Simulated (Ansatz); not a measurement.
# BNH4 (BH2(NH2)) at CCSDT/STO-3G

What is the electronic atomisation energy of BNH4 (BH2(NH2)) at CCSDT/STO-3G? 

The results are computed with Ansatz 0.2.0.

55 further runs of the same task are left out: 55 set aside as unsound or not needed.

### 1 The system as given

BNH4: 6 atoms, total charge 0, spin state singlet. As SMILES, `[H]B([H])N`. Geometry: relaxed at GFN2-xTB.

Bond lengths: B1–N4 1.378 Å, B1–H2 1.171 Å, B1–H3 1.171 Å, N4–H5 1.007 Å, N4–H6 1.007 Å. Angles: B1–N4–H5 123.8°, B1–N4–H6 123.7°, H2–B1–N4 118.8°, H3–B1–N4 119.0°, H5–N4–H6 112.5°, H2–B1–H3 122.1°.

### 2 A single-point energy at CCSDT/STO-3G

job.yaml

```yaml
crystal:
  periodic: [false, false, false]
  atoms:
    - {symbol: B, position_ang: [0.341950, 0.595150, 0.003650]}
    - {symbol: H, position_ang: [1.330110, 0.674300, 0.627440]}
    - {symbol: H, position_ang: [-0.078600, 1.496820, -0.614110]}
    - {symbol: "N", position_ang: [-0.345390, -0.598720, -0.003870]}
    - {symbol: H, position_ang: [-1.199300, -0.750580, -0.515060]}
    - {symbol: H, position_ang: [-0.048780, -1.416960, 0.501960]}
basis:
  gaussian:
    orbitals: STO-3G
scf:
  omitted_lower_state_checks: [cluster_reference, increment]
correlation:
  method: ccsdt
  frozen_orbitals: {B: 1, H: 0, "N": 1}
accuracy: high
```

Command:

```sh
$ ansatz run job.yaml --threads 1 --pin off --max-ram 2610MiB --events-out events.jsonl --progress --plain --runs-dir runs
```

Log:

```text
Warning: RAYON_NUM_THREADS=1 ignored (pool sized by the plan → 1); use --threads N
[... 11 lines left out ...]
2 core orbitals not correlated: weight in the atoms' cores, before any rotation towards them, 1.000 or more for the frozen orbitals, at most 0.000 for the correlated occupied ones
[... 22 lines left out ...]
Total energy: -2192.84849598 eV, -80.5856958611 hartree
Checks for a lower state left out: cluster_reference, increment
```

Wall time 0.2 s (1 thread of Arm Neoverse V1, shared host).

### 3 The B atom

input.yaml

```yaml
crystal:
  periodic: [false, false, false]
  atoms:
    - {symbol: B, position_ang: [0.000000, 0.000000, 0.000000]}
basis:
  gaussian:
    orbitals: STO-3G
magnetization:
  spin_polarized: true
  initial_magnetization: 1
correlation:
  method: ccsdt
  frozen_orbitals: {B: 1}
accuracy: high
scf:
  omitted_lower_state_checks: [cluster_reference, increment]
```

Run the same way, it converges to -24.18899 Eh (log not shown).

### 4 The H atom: a single-point energy at UHF/STO-3G

in.yaml

```yaml
crystal:
  periodic: [false, false, false]
  atoms:
    - symbol: H
      position_ang: [0.000000, 0.000000, 0.000000]
basis:
  gaussian:
    orbitals: STO-3G
magnetization:
  spin_polarized: true
  initial_magnetization: 1
hamiltonian:
  xc: hf
accuracy: high
```

Run the same way, it converges to -0.46658 Eh (log not shown).

### 5 The N atom at the same level

in.yaml

```yaml
basis:
  gaussian:
    orbitals: STO-3G
crystal:
  periodic: [false, false, false]
  atoms:
    - {symbol: N, position_ang: [0.000000, 0.000000, 0.000000]}
total_charge: 0
magnetization:
  spin_polarized: true
  initial_magnetization: 3
correlation:
  method: ccsdt
  frozen_orbitals: {"N": 1}
accuracy: high
scf:
  omitted_lower_state_checks: [cluster_reference, increment]
```

Run the same way, it converges to -53.71901 Eh (log not shown).

### 6 Results

Level: CCSDT/STO-3G, 2 core orbitals frozen.

```
                                             quantity         value
                               molecule: total energy  -80.58570 Eh
molecule: correlation energy (2 core orbitals frozen)    -120.3 mEh
                              molecule: T1 diagnostic         0.019
                                 B atom: total energy  -24.18899 Eh
   B atom: correlation energy (1 core orbital frozen)     -40.0 mEh
            B atom: ⟨S²⟩ of the reference determinant         0.750
                                B atom: T1 diagnostic         0.000
                                 H atom: total energy   -0.46658 Eh
                                         H atom: ⟨S²⟩         0.750
                                 N atom: total energy  -53.71901 Eh
   N atom: correlation energy (1 core orbital frozen)       0.0 mEh
            N atom: ⟨S²⟩ of the reference determinant         3.750
                                N atom: T1 diagnostic         0.000
                        electronic atomisation energy     22.079 eV
```

What this shows: Taking the molecule apart into free atoms costs 22.08 eV (509 kcal/mol), before zero-point energy and without spin-orbit coupling. In a minimal basis such a difference can be off by several eV, whatever the method.
